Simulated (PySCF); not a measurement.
# GeTe+: from the state search to spectroscopic constants

One table from this session's results is given with a row withheld; the runs are named, their logs left out.

Program: PySCF 2.14.0. Level of theory: Ge cc-pVDZ-PP with ECP10, Te cc-pVDZ-PP with ECP28, scalar-relativistic core potentials. These are calculated values, not measurements.

Set-up of the first run:

Settings of the job:

```
atoms                         : Ge, Te
charge                        : 1
basis                         : Ge cc-pVDZ-PP with ECP10, Te cc-pVDZ-PP with ECP28
Hamiltonian                   : scalar-relativistic core potentials
basis functions               : 46
electrons treated             : 45
masses in u                   : 73.9212, 129.9062
levels                        : PBE0, PBE, r²SCAN, revPBE, PW91, B97-3, ωB97X, HF, MP2, SCS-MP2, CCSD, CCSD(T)
grid                          : 80 radial by 434 angular points
occupations                   : held fixed by the projection of orbital angular momentum
dissociation limit            : Ge+ + Te, each in its ground configuration
starting distance in angstrom : 2.580
values of 2S to try           : 1, 3
```

Command:

```console
$ OMP_NUM_THREADS=1 python dia.py task.json out
```

Steps of the session up to this table: Set-up; First curve: PBE0; Higher solutions at PBE0; PBE; r²SCAN (meta-GGA); revPBE; PW91; B97-3 (global hybrid GGA); ωB97X; ROHF; MP2 and coupled cluster.

One table of the session follows, with a row left open; its other results are not shown here.

```
       level  Re (Å)  ωe (cm⁻¹)  De (eV)
        ROHF   2.492      277.1     1.73
    ROHF-MP2   2.500      279.3     2.84
ROHF-SCS-MP2   2.505      275.5     2.71
   ROHF-CCSD       ?          ?        ?
ROHF-CCSD(T)   2.532      254.4     2.94
         PBE   2.532      254.0     3.62
      revPBE   2.542      250.6     3.40
        PW91   2.530      254.3     3.67
      r²SCAN   2.505      263.3     3.42
        PBE0   2.499      269.0     3.28
       B97-3   2.517      263.5     3.19
       ωB97X   2.475      283.0     3.22
```

**Question.** Estimate the row for ROHF-CCSD.

As computed: Re (Å): 2.515; ωe (cm⁻¹): 265.7; De (eV): 2.75. In the column «Re (Å)» it lies between r²SCAN (2.505) and B97-3 (2.517).

De is counted to Ge+ + Te in their ground configurations. A positive dipole points from Ge to Te; in an ion it is taken about the centre of mass and does not tell which atom is negative.

Time per point (s) on 1 thread of Arm Neoverse N1, shared host (CPU time, shared integrals of 0.57 s apart; correlated levels include their reference; CCSD comes with the CCSD(T) run); the times are rough: ROHF 0.11, ROHF-MP2 0.24, ROHF-SCS-MP2 0.24, ROHF-CCSD(T) 12, PBE 1, revPBE 0.78, PW91 0.8, r²SCAN 1.4, PBE0 1.6, B97-3 0.89, ωB97X 2.8.

Limits of these values: Lowest PBE0 solution found, without spin–orbit coupling: ²Π (doublet), unpaired electrons π ↑. T1 is 0.023 near the minimum (highest on the curve 0.052), which may point to more than one leading configuration. With spin–orbit coupling the term label itself may not hold. Warnings in the runs' records: inverted.
